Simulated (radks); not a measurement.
# Numerical settings for Tc⁺

Aim: see which numerical settings matter for the technetium ion Tc+. Each run changes a setting or two against a run with the defaults. The defaults are a mesh step of 0.008 in ln r, a mesh end at 40 bohr or more, Anderson mixing 0.5 over 9 steps and a tight residual threshold, with the energy settled to 1e-9 hartree as well; every run has a cap on iterations.

Method: Dirac Kohn-Sham, PBE, spin-unpolarised, spherical densities, finite nucleus; open shells fill j = l - 1/2 first. Code: radks (a radial shooting solver on a logarithmic mesh, Libxc functionals) version 1.

### Step 1. The system

| Quantity | Value |
| --- | --- |
| element | technetium (Z = 43) |
| charge | +1 |
| electrons | 42 |
| configuration | [Kr] 4d5 5s1 |
| nuclear rms radius | 4.4112 fm |

### Step 2. Default settings

The run's settings:

```text
Z 43
configuration [Kr] 4d5 5s1
relativity Dirac
functional pbe,pbe
spin unpolarised
j_filling energy
nucleus finite rms 4.4112 fm
c 137.035999084
max_iterations 79
```

Started as:

```sh
> python run_ks.py task.json out
```

All runs below come from this command, one after another.

### Step 3. Mesh step in ln r 0.12

Changes since step 2:

```diff
@@ -8,2 +8,3 @@
 c 137.035999084
+mesh_step 0.12
 max_iterations 79
```

### Step 4. Mesh step in ln r 0.02

Changes since step 3:

```diff
@@ -8,3 +8,3 @@
 c 137.035999084
-mesh_step 0.12
+mesh_step 0.02
 max_iterations 79
```

### Step 5. Mesh step in ln r 0.2

Changes since step 4:

```diff
@@ -8,3 +8,3 @@
 c 137.035999084
-mesh_step 0.02
+mesh_step 0.2
 max_iterations 79
```

### Step 6. Mesh end (bohr) 5

Changes since step 5:

```diff
@@ -8,3 +8,3 @@
 c 137.035999084
-mesh_step 0.2
+mesh_end 5
 max_iterations 79
```

### Step 7. Mesh end (bohr) 8

Changes since step 6:

```diff
@@ -8,3 +8,3 @@
 c 137.035999084
-mesh_end 5
+mesh_end 8
 max_iterations 79
```

### Step 8. Residual threshold 1e-05

Changes since step 7:

```diff
@@ -8,3 +8,3 @@
 c 137.035999084
-mesh_end 8
+threshold 1e-05
 max_iterations 79
```

### Step 9. Residual threshold 0.1

Changes since step 8:

```diff
@@ -8,3 +8,3 @@
 c 137.035999084
-threshold 1e-05
+threshold 0.1
 max_iterations 79
```

### Step 10. Mixing 0.2

Changes since step 9:

```diff
@@ -8,3 +8,3 @@
 c 137.035999084
-threshold 0.1
+mixing 0.2
 max_iterations 79
```

### Step 11. Mixing history 1, mixing 0.8

Changes since step 10:

```diff
@@ -8,3 +8,4 @@
 c 137.035999084
-mixing 0.2
+history 1
+mixing 0.8
 max_iterations 79
```

### Step 12. Mixing history 1, mixing 1

Changes since step 11:

```diff
@@ -9,3 +9,3 @@
 history 1
-mixing 0.8
+mixing 1
 max_iterations 79
```

### Step 13. Mixing history 3

Changes since step 12:

```diff
@@ -8,4 +8,3 @@
 c 137.035999084
-history 1
-mixing 1
+history 3
 max_iterations 79
```

### Step 14. Iteration cap 8

Changes since step 13:

```diff
@@ -8,3 +8,2 @@
 c 137.035999084
-history 3
-max_iterations 79
+max_iterations 8
```

**Question.** What will these runs give? Wanted: for each run, setting; iterations; converged; change of E.

As calculated:

| setting | mesh points | iterations | converged | change of E (mhartree) | time |
| --- | --- | --- | --- | --- | --- |
| Default settings | 2314 | 14 | yes | 0 | 0.12 s |
| mesh step in ln r 0.12 | 155 | 2 | no | - | 0.01 s |
| mesh step in ln r 0.02 | 926 | 14 | yes | 0 | 0.06 s |
| mesh step in ln r 0.2 | 93 | 4 | no | - | 0.02 s |
| mesh end (bohr) 5 | 1929 | 14 | yes | +64.58 | 0.11 s |
| mesh end (bohr) 8 | 1987 | 14 | yes | +0.8391 | 0.11 s |
| residual threshold 1e-05 | 2314 | 10 | yes | 0 | 0.1 s |
| residual threshold 0.1 | 2314 | 9 | yes | 0 | 0.09 s |
| mixing 0.2 | 2314 | 18 | yes | 0 | 0.15 s |
| mixing history 1, mixing 0.8 | 2314 | 72 | yes | 0 | 0.48 s |
| mixing history 1, mixing 1 | 2314 | 79 | no | - | 1.3 s |
| mixing history 3 | 2314 | 15 | yes | 0 | 0.12 s |
| iteration cap 8 | 2314 | 8 | no | - | 0.07 s |

What this shows: A zero stands for a change under the printed digits. Converged yet off by more than 1 mhartree: mesh end (bohr) 5. Convergence of the cycle says nothing about the mesh. Not converged or rejected: mesh step in ln r 0.12; mesh step in ln r 0.2; mixing history 1, mixing 1; iteration cap 8. A mesh that ends early acts as a hard wall.
